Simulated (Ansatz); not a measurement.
# C2H4AlFO: how energies converge with the basis set

Aim: see how fast density functionals converge with the basis set for C2H4AlFO.

Computed with Ansatz 0.2.0, Gaussian basis. Level: one geometry, several basis sets.

The runs, in order: PBE0-D4/def2-SVP; ωB97M-V/def2-SVP; PBE0-D4/def2-QZVPP; ωB97M-V/def2-QZVPP; the functionals' def2-TZVPP values are taken from earlier runs.

**1. Structure used throughout**

An earlier PBE0-D4/def2-TZVP relaxation fixed the geometry.

SMILES `[OH][Al]1[CH2][CH]1F`, 9 atoms, charge 0, spin multiplicity 1.

Atoms are counted from 1 here; the program's logs count them from 0.

Bond lengths: O1–Al2 1.682 Å, O1–H6 0.956 Å, Al2–C3 1.905 Å, Al2–C4 1.908 Å, C3–C4 1.564 Å, C3–H7 1.100 Å, C3–H8 1.088 Å, C4–F5 1.379 Å, C4–H9 1.095 Å. Angles: Al2–O1–H6 125.5°, O1–Al2–C3 153.9°, O1–Al2–C4 157.2°, C3–Al2–C4 48.4°, Al2–C3–C4 65.9°, Al2–C3–H7 102.3°, Al2–C3–H8 142.6°, C4–C3–H7 109.2°, C4–C3–H8 118.8°, H7–C3–H8 109.5°, Al2–C4–C3 65.7°, Al2–C4–F5 134.9°, Al2–C4–H9 113.1°, C3–C4–F5 116.1°, C3–C4–H9 109.8°, F5–C4–H9 108.1°.

Geometry (Å):

```xyz
9
C2H4AlFO
O    -1.1850    1.9149   -1.3192
Al   -0.4077    0.7442   -0.3948
C     0.7600   -0.7398   -0.1436
C    -0.0615   -0.3513    1.1291
F    -0.7277   -1.3814    1.7589
H    -0.9302    2.1864   -2.1994
H     0.2355   -1.5435   -0.6808
H     1.8093   -1.0042   -0.0295
H     0.5957    0.1284    1.8622
```

**2. PBE0-D4 in def2-SVP**

in.yaml

```yaml
crystal:
  periodic: [false, false, false]
  atoms:
    - {symbol: O, position_ang: [-1.184988, 1.914937, -1.319154]}
    - {symbol: Al, position_ang: [-0.407656, 0.744216, -0.394774]}
    - {symbol: C, position_ang: [0.760035, -0.739839, -0.143581]}
    - {symbol: C, position_ang: [-0.061470, -0.351263, 1.129147]}
    - {symbol: F, position_ang: [-0.727673, -1.381371, 1.758913]}
    - {symbol: H, position_ang: [-0.930177, 2.186397, -2.199431]}
    - {symbol: H, position_ang: [0.235492, -1.543535, -0.680807]}
    - {symbol: H, position_ang: [1.809270, -1.004178, -0.029467]}
    - {symbol: H, position_ang: [0.595669, 0.128435, 1.862156]}
basis:
  gaussian: {orbitals: def2-SVP}
hamiltonian: {xc: pbe0, dispersion: d4}
output: {orbitals: {seedname: orbitals}}
```

Command:

```bash
> ansatz run in.yaml --threads 2 --pin off --events-out ev --progress --plain --max-ram 4352MiB
```

After this run come: ωB97M-V in def2-SVP; PBE0-D4 in def2-QZVPP; ωB97M-V in def2-QZVPP.

Before running them: what should the planned runs give, taken together? Wanted: PBE0-D4: double and triple zeta above quadruple; ωB97M-V: double and triple zeta above quadruple.

The runs gave:

| quantity | value |
| --- | --- |
| PBE0-D4: double and triple zeta above quadruple | 11.32, 0.60 eV |
| ωB97M-V: double and triple zeta above quadruple | 11.51, 0.57 eV |

**Reading.** PBE0-D4 gains 10.73 eV from double to triple zeta, then 0.60 eV more. These are total energies; as a rule much of such shifts cancels in differences, which this series doesn't test. The LUMO of ωB97M-V is positive and keeps falling with the basis (0.75 to 0.13 eV): an unbound level that the basis holds in place.
